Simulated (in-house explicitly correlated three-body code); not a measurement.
# Two electrons around a charge of +2.34: exact states and exact Kohn–Sham parts

An exercise on one series of results from a longer session: the logs are not shown, and one member is left open.

The numbers are computed with in-house explicitly correlated three-body code version 1 (two electrons, non-relativistic, variational in exponentially correlated functions), except any that are marked as measured or tabulated.

## The system

| Quantity | Value |
| --- | --- |
| charge of the centre | +2.34 |
| mass of the centre | infinite |
| interactions | Coulomb |
| basis | 260 functions exp(−a r1 − b r2 − g r12) a state, exponent ranges optimised |
| units | hartree and bohr; relativity and QED are left out |

Set-up of the first run:

Settings:

```ini
Z = 2.34
interaction_strength = 1.0
functions = 260
states_tried = 13
```

On the command line:

```
$ python run_hyl.py task.json out
```

Among the steps run: Input and results.

One table of the session follows, with a row left open; its other results are not shown here.

It belongs to the step «The bound states». 

| state | binding (eV) | excitation (eV) | ⟨r12⟩ (bohr) |
| --- | --- | --- | --- |
| 1 ¹S | 38.8992 | 0 | 1.165 |
| 2 ³S | 8.02842 | 30.8708 | 3.546 |
| 2 ¹S | 6.86726 | 32.0320 | 4.085 |
| 2 ³P | 6.49515 | 32.4041 | 3.547 |
| 2 ¹P | 6.03538 | 32.8638 | 3.855 |
| 3 ³S | 3.22419 | 35.6750 | 8.548 |
| 3 ¹S | 2.92431 | 35.9749 | 9.399 |
| 3 ³P | 2.83219 | 36.0670 | 8.938 |
| 3 ¹P | 2.69078 | 36.2084 | 9.448 |
| 4 ³S | ? | ? | ? |
| 4 ¹S | 1.61317 | 37.2860 | 16.98 |
| 4 ³P | 1.57669 | 37.3225 | 16.61 |
| 4 ¹P | 1.51667 | 37.3826 | 17.30 |

**Question.** Estimate the row for 4 ³S.

**Answer.** binding (eV): 1.73254; excitation (eV): 37.1667; ⟨r12⟩ (bohr): 15.83. In the column «binding (eV)» it lies between 4 ¹S (1.61317) and 3 ¹P (2.69078).
